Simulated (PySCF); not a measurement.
**GeBH5: geometry, NMR shifts, spin-spin couplings, electronic excitations and core binding energies**

Wanted: the NMR shifts, spin-spin couplings, electronic excitations and core binding energies of GeBH5 (`[BH2][GeH3]`), by calculation.

Programs: PySCF 2.14.0, with density-fitted response routines of our own. Each step states its level of theory. These are calculated values for one molecule in the gas phase, unless marked as measured. Atoms are numbered from 0 throughout.

## 1. The molecule as given

7 atoms, charge 0, multiplicity 1; geometry from: GFN2-xTB.

Bonds of the start (Å): B0–Ge1 2.00, B0–H2 1.17, B0–H3 1.17, Ge1–H4 1.50, Ge1–H5 1.50, Ge1–H6 1.50.

## 2. Geometry optimisation at PBE0-D3(BJ)/def2-SVP

Job settings and geometry (Å):

```
{"job": {"xc": "PBE0", "basis": "def2-SVP", "d3": "d3bj", "grid": 1, "kind": "geom"}, "charge": 0, "multiplicity": 1}
B      1.243054    -0.011396    -0.071863
Ge    -0.748984     0.037184     0.035751
H      1.887827     0.960445    -0.097275
H      1.800224    -1.036544    -0.109215
H     -1.415999     1.375300     0.083159
H     -1.316945    -0.667567     1.228379
H     -1.445843    -0.652519    -1.096014
```

**Question.** This job is followed by: GIAO PBE0/pcSseg-1 NMR shielding, non-relativistic, gas phase; B3LYP/pcJ-1 Ge:pcSseg-1 indirect spin-spin coupling, non-relativistic, gas phase; TDDFT CAM-B3LYP/def2-SVPD, vertical, gas phase, core orbitals frozen in the response; GIAO PBE/pcSseg-2 NMR shielding, non-relativistic, gas phase; delta-SCF UKS SCAN, pcX-2 on the ionised atom, pcseg-1 elsewhere, spin-free X2C. What will the session give for the following? point group; rotational constants (main isotopes); ¹H shifts against TMS (PBE0/pcSseg-1, means over atoms taken as alike); ¹¹B shifts against BF3·OEt2 (PBE0/pcSseg-1); ⁷³Ge shifts against GeMe4 (PBE0/pcSseg-1); largest coupling of the table (B3LYP/pcSseg-1+pcJ-1); lowest singlet (CAM-B3LYP/def2-SVPD); brightest single state of those computed; lowest triplet; vertical ionisation energy (ΔSCF); vertical electron affinity (ΔSCF); range of the shift of Ge1.

**Answer**, as computed:

| quantity | value |
| --- | --- |
| point group | Cs |
| rotational constants (main isotopes) | 60.23, 8.80, 8.47 GHz |
| ¹H shifts against TMS (PBE0/pcSseg-1, means over atoms taken as alike) | 10.83, 3.79 ppm |
| ¹¹B shifts against BF3·OEt2 (PBE0/pcSseg-1) | 123.1 ppm |
| ⁷³Ge shifts against GeMe4 (PBE0/pcSseg-1) | -331 ppm |
| largest coupling of the table (B3LYP/pcSseg-1+pcJ-1) | ¹J(B,H) B0–H2, 143.3 Hz |
| lowest singlet (CAM-B3LYP/def2-SVPD) | 4.22 eV (294 nm), f = 0.003 |
| brightest single state of those computed | state 7, 8.52 eV, f = 0.431 |
| lowest triplet | 3.45 eV |
| vertical ionisation energy (ΔSCF) | 10.79 eV |
| vertical electron affinity (ΔSCF) | 0.53 eV |
| range of the shift of Ge1 | -344 to -331 ppm |

**Reading.** Over 3 steps the energy fell by 0.174 eV; of the close pairs, B0–Ge1 changed most, 1.996 to 2.059 Å. No frequency check was run at this level, so the end point may be a saddle. At PBE0/pcSseg-1: Shielding is most anisotropic at B0 (span 298 ppm, paramagnetic term -215 ppm). Of the pairs tabulated at B3LYP/pcSseg-1+pcJ-1, B0–H2 (mean over like pairs) couples most strongly (143.3 Hz; Fermi contact 144.5 Hz). The lowest singlet, at 4.22 eV, is HOMO→LUMO 0.97 and is weak; of the 10 states computed, the strongest absorption comes from state 7 at 8.52 eV (the last state computed is bright too, and its partners may lie past the list). The lowest triplet lies 0.77 eV below the lowest singlet (triplets in Tamm-Dancoff, singlets in full TDDFT). The orbital energy would give 9.74 eV for ionisation, ΔSCF gives 10.79 eV. In ppm, Ge1 moves most: its shift spreads over 13 ppm, from -344 (PBE/pcSseg-2) to -331 (PBE0/pcSseg-1). Spin-orbit coupling is left out, which matters for shieldings and couplings at and beside the heavy atoms.
